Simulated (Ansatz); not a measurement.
**NH₂Br (triplet): B2PLYP, RPA-PBE over a scan of the distance Br1–H2 along a hydrogen transfer, cc-pVTZ**

How well do these functionals follow the top wave-function level for NH₂Br (triplet) over a scan of the distance Br1–H2 along a hydrogen transfer?

Program: Ansatz 0.2.0, Gaussian basis. Level of theory: cc-pVTZ, all electrons in the functionals, frozen cores in the correlation of double hybrids and RPA. These are calculated values, not measurements.

To be run: B2PLYP, RPA-PBE, at 1.421 Å; 1.524 Å; 1.731 Å; 1.937 Å; 2.144 Å.

## Step 1: The geometry

The geometry derives from fragments relaxed apart (PBE0/def2-TZVP) and kept rigid, so it is no stationary point. A hydrogen atom is moved between rigid fragments. No spin-orbit coupling is included. The filled d shell of Br may be among the frozen orbitals whatever the setting's name suggests; the logs give the count.

4 atoms, charge 0, spin multiplicity 3.

Atoms are counted from 1 here; the program's logs count them from 0.

Bond lengths: Br1–H2 1.421 Å, N3–H4 1.040 Å.

No dispersion term is added.

The geometry shown and the zero of energy belong to the point 1.421 Å. The yardstick, UCCSDT(Q), and other wave-function levels (R restricted, U unrestricted, valence and pair active spaces) come from earlier runs.

## Step 2: B2PLYP, 1.421 Å

in.yaml reads:

```yaml
crystal:
  periodic: [false, false, false]
  atoms:
    - {symbol: Br, position_ang: [-2.014420, 0.251057, 0.000000]}
    - {symbol: H, position_ang: [-0.593820, 0.251057, 0.000000]}
    - {symbol: N, position_ang: [1.169580, 0.251057, 0.000000]}
    - {symbol: H, position_ang: [1.438661, -0.753170, 0.000000]}
basis:
  gaussian: {orbitals: cc-pVTZ}
magnetization: {spin_polarized: true, initial_magnetization: 2}
hamiltonian: {xc: {name: B2PLYP}}
correlation: {electrons: outside_noble_gas}
```

On the command line:

```bash
$ ansatz run in.yaml --threads 2 --pin off --events-out ev --progress --plain --max-ram 16896MiB --backend cuda --devices 0, --max-vram 18GiB
```

Log:

```text
Functional definition: B2PLYP
  name "B2PLYP"
  cite "Grimme, J. Chem. Phys. 124, 034108 (2006) doi:10.1063/1.2148954"
  cite "Becke, Phys. Rev. A 38, 3098 (1988) doi:10.1103/PhysRevA.38.3098"
  cite "Lee, Yang & Parr, Phys. Rev. B 37, 785 (1988) doi:10.1103/PhysRevB.37.785"
  parameter a = 0.53
  parameter c = 0.27
  exchange = (1 - a)*b88_x + a*exact_x
  correlation = (1 - c)*lyp_c + c*(mp2_os + mp2_ss)
614 factors; integrals over basis functions are off by at most 1.3e-3 eV
mean field evaluation 1: about -71550.9018 eV, gradient 1.1e1 eV
mean field evaluation 2: about -71550.9157 eV, gradient 1.1e1 eV
mean field evaluation 4: about -71551.8176 eV, gradient 1.5e0 eV
mean field evaluation 8: about -71551.8424 eV, gradient 2.0e-1 eV
mean field evaluation 16: about -71551.8428 eV, gradient 8.9e-4 eV
mean field -71551.84276286 eV, -2629.4817219543 hartree, gradient 5.1e-6 eV, S^2 2.009819; 0 other end points of the search recorded, 0 dependent functions left out
15 core orbitals not correlated: weight in the atoms' cores, before any rotation towards them, 1.000 or more for the frozen orbitals, at most 0.000 for the correlated occupied ones
reference -71551.84288295 eV, -2629.4817263672 hartree; 8, 6 occupied and 78, 80 virtual orbitals, 614 factors
second order -10.42370217 eV of doubles, -0.00000000 eV of singles
Total energy: -71554.65728253 eV, -2629.5851536444 hartree
```

It took 1.6 s on 1 × H100 (card shared with other runs) with 2 threads of AMD EPYC 7R13, shared host; peak host memory 0.81 GiB.

From the report: ⟨S²⟩ of the determinant 2.010 (pure triplet: 2.00).

## Step 3: B2PLYP, 1.524 Å

in.yaml reads:

```yaml
crystal:
  periodic: [false, false, false]
  atoms:
    - {symbol: Br, position_ang: [-2.040270, 0.251057, 0.000000]}
    - {symbol: H, position_ang: [-0.516270, 0.251057, 0.000000]}
    - {symbol: N, position_ang: [1.143730, 0.251057, 0.000000]}
    - {symbol: H, position_ang: [1.412811, -0.753170, 0.000000]}
basis:
  gaussian: {orbitals: cc-pVTZ}
magnetization: {spin_polarized: true, initial_magnetization: 2}
hamiltonian: {xc: {name: B2PLYP}}
correlation: {electrons: outside_noble_gas}
```

The command is unchanged.

Log, cut to the lines that bear on the results:

```text
Functional definition: B2PLYP
  name "B2PLYP"
  cite "Grimme, J. Chem. Phys. 124, 034108 (2006) doi:10.1063/1.2148954"
  cite "Becke, Phys. Rev. A 38, 3098 (1988) doi:10.1103/PhysRevA.38.3098"
  cite "Lee, Yang & Parr, Phys. Rev. B 37, 785 (1988) doi:10.1103/PhysRevB.37.785"
[...]
615 factors; integrals over basis functions are off by at most 1.3e-3 eV
[...]
mean field -71551.75482606 eV, -2629.4784903362 hartree, gradient 5.6e-6 eV, S^2 2.012832; 0 other end points of the search recorded, 0 dependent functions left out
15 core orbitals not correlated: weight in the atoms' cores, before any rotation towards them, 1.000 or more for the frozen orbitals, at most 0.000 for the correlated occupied ones
reference -71551.75494585 eV, -2629.4784947386 hartree; 8, 6 occupied and 78, 80 virtual orbitals, 615 factors
second order -10.55202104 eV of doubles, -0.00000000 eV of singles
Total energy: -71554.60399153 eV, -2629.5831952362 hartree
```

Run time: 1.6 s. Hardware: 1 × H100 (card shared with other runs) with 2 threads of AMD EPYC 7R13, shared host; peak host memory 0.81 GiB.

From the report: ⟨S²⟩ of the determinant 2.013 (pure triplet: 2.00).

From 1.421 Å: +0.053 eV.

## Step 4: B2PLYP, 1.731 Å

in.yaml reads:

```yaml
crystal:
  periodic: [false, false, false]
  atoms:
    - {symbol: Br, position_ang: [-2.092020, 0.251057, 0.000000]}
    - {symbol: H, position_ang: [-0.361020, 0.251057, 0.000000]}
    - {symbol: N, position_ang: [1.091980, 0.251057, 0.000000]}
    - {symbol: H, position_ang: [1.361061, -0.753170, 0.000000]}
basis:
  gaussian: {orbitals: cc-pVTZ}
magnetization: {spin_polarized: true, initial_magnetization: 2}
hamiltonian: {xc: {name: B2PLYP}}
correlation: {electrons: outside_noble_gas}
```

Same command.

Log, cut to the lines that bear on the results:

```text
Functional definition: B2PLYP
  name "B2PLYP"
  cite "Grimme, J. Chem. Phys. 124, 034108 (2006) doi:10.1063/1.2148954"
  cite "Becke, Phys. Rev. A 38, 3098 (1988) doi:10.1103/PhysRevA.38.3098"
  cite "Lee, Yang & Parr, Phys. Rev. B 37, 785 (1988) doi:10.1103/PhysRevB.37.785"
[...]
616 factors; integrals over basis functions are off by at most 1.1e-3 eV
[...]
mean field -71551.40312320 eV, -2629.4655654946 hartree, gradient 5.9e-6 eV, S^2 2.035670; 0 other end points of the search recorded, 0 dependent functions left out
15 core orbitals not correlated: weight in the atoms' cores, before any rotation towards them, 1.000 or more for the frozen orbitals, at most 0.000 for the correlated occupied ones
reference -71551.40324280 eV, -2629.4655698898 hartree; 8, 6 occupied and 78, 80 virtual orbitals, 616 factors
second order -10.87396777 eV of doubles, -0.00000000 eV of singles
Total energy: -71554.33921410 eV, -2629.5734648450 hartree
```

It took 1.5 s on 1 × H100 (card shared with other runs) with 2 threads of AMD EPYC 7R13, shared host; peak host memory 0.81 GiB.

From the report: ⟨S²⟩ of the determinant 2.036 (pure triplet: 2.00).

From 1.421 Å: +0.318 eV.

## Step 5: B2PLYP, 1.937 Å

in.yaml reads:

```yaml
crystal:
  periodic: [false, false, false]
  atoms:
    - {symbol: Br, position_ang: [-2.143520, 0.251057, 0.000000]}
    - {symbol: H, position_ang: [-0.206520, 0.251057, 0.000000]}
    - {symbol: N, position_ang: [1.040480, 0.251057, 0.000000]}
    - {symbol: H, position_ang: [1.309561, -0.753170, 0.000000]}
basis:
  gaussian: {orbitals: cc-pVTZ}
magnetization: {spin_polarized: true, initial_magnetization: 2}
hamiltonian: {xc: {name: B2PLYP}}
correlation: {electrons: outside_noble_gas}
```

Same command.

Log, cut to the lines that bear on the results:

```text
Functional definition: B2PLYP
  name "B2PLYP"
  cite "Grimme, J. Chem. Phys. 124, 034108 (2006) doi:10.1063/1.2148954"
  cite "Becke, Phys. Rev. A 38, 3098 (1988) doi:10.1103/PhysRevA.38.3098"
  cite "Lee, Yang & Parr, Phys. Rev. B 37, 785 (1988) doi:10.1103/PhysRevB.37.785"
[...]
616 factors; integrals over basis functions are off by at most 1.2e-3 eV
[...]
mean field -71551.52321188 eV, -2629.4699786722 hartree, gradient 7.9e-6 eV, S^2 2.038824; 5 other end points of the search recorded, 0 dependent functions left out
15 core orbitals not correlated: weight in the atoms' cores, before any rotation towards them, 1.000 or more for the frozen orbitals, at most 0.000 for the correlated occupied ones
reference -71551.52333265 eV, -2629.4699831106 hartree; 8, 6 occupied and 78, 80 virtual orbitals, 616 factors
second order -11.08459666 eV of doubles, -0.00000000 eV of singles
Total energy: -71554.51617375 eV, -2629.5799679924 hartree
```

It took 2.1 s on 1 × H100 (card shared with other runs) with 2 threads of AMD EPYC 7R13, shared host; peak host memory 0.81 GiB.

From the report: ⟨S²⟩ of the determinant 2.039 (pure triplet: 2.00).

From 1.421 Å: +0.141 eV.

## Step 6: B2PLYP, 2.144 Å

in.yaml reads:

```yaml
crystal:
  periodic: [false, false, false]
  atoms:
    - {symbol: Br, position_ang: [-2.195270, 0.251057, 0.000000]}
    - {symbol: H, position_ang: [-0.051270, 0.251057, 0.000000]}
    - {symbol: N, position_ang: [0.988730, 0.251057, 0.000000]}
    - {symbol: H, position_ang: [1.257811, -0.753170, 0.000000]}
basis:
  gaussian: {orbitals: cc-pVTZ}
magnetization: {spin_polarized: true, initial_magnetization: 2}
hamiltonian: {xc: {name: B2PLYP}}
correlation: {electrons: outside_noble_gas}
```

Launched as before.

Log, cut to the lines that bear on the results:

```text
Functional definition: B2PLYP
  name "B2PLYP"
  cite "Grimme, J. Chem. Phys. 124, 034108 (2006) doi:10.1063/1.2148954"
  cite "Becke, Phys. Rev. A 38, 3098 (1988) doi:10.1103/PhysRevA.38.3098"
  cite "Lee, Yang & Parr, Phys. Rev. B 37, 785 (1988) doi:10.1103/PhysRevB.37.785"
[...]
618 factors; integrals over basis functions are off by at most 1.2e-3 eV
[...]
mean field -71551.97565751 eV, -2629.4866057423 hartree, gradient 3.0e-6 eV, S^2 2.013319; 5 other end points of the search recorded, 0 dependent functions left out
15 core orbitals not correlated: weight in the atoms' cores, before any rotation towards them, 1.000 or more for the frozen orbitals, at most 0.000 for the correlated occupied ones
reference -71551.97577969 eV, -2629.4866102326 hartree; 8, 6 occupied and 78, 80 virtual orbitals, 618 factors
second order -10.76983194 eV of doubles, -0.00000000 eV of singles
Total energy: -71554.88363432 eV, -2629.5934719190 hartree
```

Run time: 2.5 s. Hardware: 1 × H100 (card shared with other runs) with 2 threads of AMD EPYC 7R13, shared host; peak host memory 0.82 GiB.

From the report: ⟨S²⟩ of the determinant 2.013 (pure triplet: 2.00).

From 1.421 Å: -0.226 eV.

## Step 7: RPA-PBE, 1.421 Å

in.yaml reads:

```yaml
crystal:
  periodic: [false, false, false]
  atoms:
    - {symbol: Br, position_ang: [-2.014420, 0.251057, 0.000000]}
    - {symbol: H, position_ang: [-0.593820, 0.251057, 0.000000]}
    - {symbol: N, position_ang: [1.169580, 0.251057, 0.000000]}
    - {symbol: H, position_ang: [1.438661, -0.753170, 0.000000]}
basis:
  gaussian: {orbitals: cc-pVTZ}
magnetization: {spin_polarized: true, initial_magnetization: 2}
hamiltonian: {xc: {name: PBE}}
correlation: {method: rpa, electrons: outside_noble_gas}
```

The command is unchanged.

Log, cut to the lines that bear on the results:

```text
Functional definition: PBE
  name "PBE"
  cite "Perdew, Burke & Ernzerhof, Phys. Rev. Lett. 77, 3865 (1996) doi:10.1103/PhysRevLett.77.3865"
  parent pbe
[...]
614 factors; integrals over basis functions are off by at most 1.3e-3 eV
[...]
mean field -71554.74776755 eV, -2629.5884789075 hartree, gradient 6.7e-6 eV, S^2 2.005204; 4 other end points of the search recorded, 0 dependent functions left out
15 core orbitals not correlated: weight in the atoms' cores, before any rotation towards them, 1.000 or more for the frozen orbitals, at most 0.000 for the correlated occupied ones
reference -71511.34218947 eV, -2627.9933533343 hartree; 8, 6 occupied and 78, 80 virtual orbitals, 614 factors
Total energy: -71526.93423452 eV, -2628.5663504214 hartree
```

Wall time 2.8 s (1 × H100 (card shared with other runs) with 2 threads of AMD EPYC 7R13, shared host); peak host memory 0.9 GiB.

From the report: ⟨S²⟩ of the determinant 2.005 (pure triplet: 2.00).

## Step 8: RPA-PBE, 1.524 Å

in.yaml reads:

```yaml
crystal:
  periodic: [false, false, false]
  atoms:
    - {symbol: Br, position_ang: [-2.040270, 0.251057, 0.000000]}
    - {symbol: H, position_ang: [-0.516270, 0.251057, 0.000000]}
    - {symbol: N, position_ang: [1.143730, 0.251057, 0.000000]}
    - {symbol: H, position_ang: [1.412811, -0.753170, 0.000000]}
basis:
  gaussian: {orbitals: cc-pVTZ}
magnetization: {spin_polarized: true, initial_magnetization: 2}
hamiltonian: {xc: {name: PBE}}
correlation: {method: rpa, electrons: outside_noble_gas}
```

Launched as before.

Log, cut to the lines that bear on the results:

```text
Functional definition: PBE
  name "PBE"
  cite "Perdew, Burke & Ernzerhof, Phys. Rev. Lett. 77, 3865 (1996) doi:10.1103/PhysRevLett.77.3865"
  parent pbe
[...]
615 factors; integrals over basis functions are off by at most 1.3e-3 eV
[...]
mean field -71554.78814613 eV, -2629.5899627927 hartree, gradient 9.1e-6 eV, S^2 2.005858; 4 other end points of the search recorded, 0 dependent functions left out
15 core orbitals not correlated: weight in the atoms' cores, before any rotation towards them, 1.000 or more for the frozen orbitals, at most 0.000 for the correlated occupied ones
reference -71511.07479848 eV, -2627.9835268968 hartree; 8, 6 occupied and 78, 80 virtual orbitals, 615 factors
Total energy: -71526.85439621 eV, -2628.5634164175 hartree
```

It took 2.4 s on 1 × H100 (card shared with other runs) with 2 threads of AMD EPYC 7R13, shared host; peak host memory 0.9 GiB.

From the report: ⟨S²⟩ of the determinant 2.006 (pure triplet: 2.00).

From 1.421 Å: +0.080 eV.

## Step 9: RPA-PBE, 1.731 Å

in.yaml reads:

```yaml
crystal:
  periodic: [false, false, false]
  atoms:
    - {symbol: Br, position_ang: [-2.092020, 0.251057, 0.000000]}
    - {symbol: H, position_ang: [-0.361020, 0.251057, 0.000000]}
    - {symbol: N, position_ang: [1.091980, 0.251057, 0.000000]}
    - {symbol: H, position_ang: [1.361061, -0.753170, 0.000000]}
basis:
  gaussian: {orbitals: cc-pVTZ}
magnetization: {spin_polarized: true, initial_magnetization: 2}
hamiltonian: {xc: {name: PBE}}
correlation: {method: rpa, electrons: outside_noble_gas}
```

Launched as before.

Log, cut to the lines that bear on the results:

```text
Functional definition: PBE
  name "PBE"
  cite "Perdew, Burke & Ernzerhof, Phys. Rev. Lett. 77, 3865 (1996) doi:10.1103/PhysRevLett.77.3865"
  parent pbe
[...]
616 factors; integrals over basis functions are off by at most 1.1e-3 eV
[...]
mean field -71554.73376191 eV, -2629.5879642097 hartree, gradient 9.8e-6 eV, S^2 2.008601; 10 other end points of the search recorded, 0 dependent functions left out
15 core orbitals not correlated: weight in the atoms' cores, before any rotation towards them, 1.000 or more for the frozen orbitals, at most 0.000 for the correlated occupied ones
reference -71510.33460844 eV, -2627.9563254145 hartree; 8, 6 occupied and 78, 80 virtual orbitals, 616 factors
Total energy: -71526.61634857 eV, -2628.5546683280 hartree
```

Wall time 3.3 s (1 × H100 (card shared with other runs) with 2 threads of AMD EPYC 7R13, shared host); peak host memory 0.9 GiB.

From the report: ⟨S²⟩ of the determinant 2.009 (pure triplet: 2.00).

From 1.421 Å: +0.318 eV.

## Step 10: RPA-PBE, 1.937 Å

in.yaml reads:

```yaml
crystal:
  periodic: [false, false, false]
  atoms:
    - {symbol: Br, position_ang: [-2.143520, 0.251057, 0.000000]}
    - {symbol: H, position_ang: [-0.206520, 0.251057, 0.000000]}
    - {symbol: N, position_ang: [1.040480, 0.251057, 0.000000]}
    - {symbol: H, position_ang: [1.309561, -0.753170, 0.000000]}
basis:
  gaussian: {orbitals: cc-pVTZ}
magnetization: {spin_polarized: true, initial_magnetization: 2}
hamiltonian: {xc: {name: PBE}}
correlation: {method: rpa, electrons: outside_noble_gas}
```

Launched as before.

Log, cut to the lines that bear on the results:

```text
Functional definition: PBE
  name "PBE"
  cite "Perdew, Burke & Ernzerhof, Phys. Rev. Lett. 77, 3865 (1996) doi:10.1103/PhysRevLett.77.3865"
  parent pbe
[...]
616 factors; integrals over basis functions are off by at most 1.2e-3 eV
[...]
mean field -71554.95248327 eV, -2629.5960020715 hartree, gradient 9.9e-7 eV, S^2 2.008028; 14 other end points of the search recorded, 0 dependent functions left out
15 core orbitals not correlated: weight in the atoms' cores, before any rotation towards them, 1.000 or more for the frozen orbitals, at most 0.000 for the correlated occupied ones
reference -71510.31618793 eV, -2627.9556484732 hartree; 8, 6 occupied and 78, 80 virtual orbitals, 616 factors
Total energy: -71526.88624309 eV, -2628.5645867688 hartree
```

It took 4.3 s on 1 × H100 (card shared with other runs) with 2 threads of AMD EPYC 7R13, shared host; peak host memory 0.9 GiB.

From the report: ⟨S²⟩ of the determinant 2.008 (pure triplet: 2.00).

From 1.421 Å: +0.048 eV.

## Step 11: RPA-PBE, 2.144 Å

in.yaml reads:

```yaml
crystal:
  periodic: [false, false, false]
  atoms:
    - {symbol: Br, position_ang: [-2.195270, 0.251057, 0.000000]}
    - {symbol: H, position_ang: [-0.051270, 0.251057, 0.000000]}
    - {symbol: N, position_ang: [0.988730, 0.251057, 0.000000]}
    - {symbol: H, position_ang: [1.257811, -0.753170, 0.000000]}
basis:
  gaussian: {orbitals: cc-pVTZ}
magnetization: {spin_polarized: true, initial_magnetization: 2}
hamiltonian: {xc: {name: PBE}}
correlation: {method: rpa, electrons: outside_noble_gas}
```

The command is unchanged.

Log, cut to the lines that bear on the results:

```text
Functional definition: PBE
  name "PBE"
  cite "Perdew, Burke & Ernzerhof, Phys. Rev. Lett. 77, 3865 (1996) doi:10.1103/PhysRevLett.77.3865"
  parent pbe
[...]
618 factors; integrals over basis functions are off by at most 1.2e-3 eV
[...]
mean field -71555.15562690 eV, -2629.6034674620 hartree, gradient 1.2e-6 eV, S^2 2.005442; 12 other end points of the search recorded, 0 dependent functions left out
15 core orbitals not correlated: weight in the atoms' cores, before any rotation towards them, 1.000 or more for the frozen orbitals, at most 0.000 for the correlated occupied ones
reference -71510.81688426 eV, -2627.9740487239 hartree; 8, 6 occupied and 78, 80 virtual orbitals, 618 factors
Total energy: -71527.26971512 eV, -2628.5786791059 hartree
```

It took 15 s on 1 × H100 (card shared with other runs) with 2 threads of AMD EPYC 7R13, shared host; peak host memory 0.9 GiB.

From the report: ⟨S²⟩ of the determinant 2.005 (pure triplet: 2.00).

From 1.421 Å: -0.335 eV.

## Step 12: The comparison

The yardstick is UCCSDT(Q), where the cluster series has nearly closed. It comes from earlier runs at the same points. Energies in eV, counted from 1.421 Å; blanks weren't run or aren't comparable.

```tsv
level	1.421 Å	1.524 Å	1.731 Å	1.937 Å	2.144 Å
UCCSDT(Q)	0.000	0.078	0.410	0.272	-0.137
B2PLYP	0.000	0.053	0.318	0.141	-0.226
RPA-PBE	0.000	0.080	0.318	0.048	-0.335
```

Largest miss and mean time a point (UCCSDT(Q) took 22 s a point; shared hosts):

```tsv
level	largest miss (eV)	where	time a point
B2PLYP	-0.131	1.937 Å	1.8 s
RPA-PBE	-0.224	1.937 Å	5.5 s
```

## Step 13: Outcome

| quantity | value |
| --- | --- |
| span of the UCCSDT(Q) curve | 0.547 eV |
| largest miss, B2PLYP | -0.131 eV (1.937 Å) |
| largest miss, RPA-PBE | -0.224 eV (1.937 Å) |

What this shows: Of the functionals, B2PLYP keep the smallest largest miss at the points compared (at most 0.131 eV) and RPA-PBE strays most (0.224 eV, at 1.937 Å). Functionals and the yardstick converge differently with the basis, so part of each miss in cc-pVTZ is the basis.
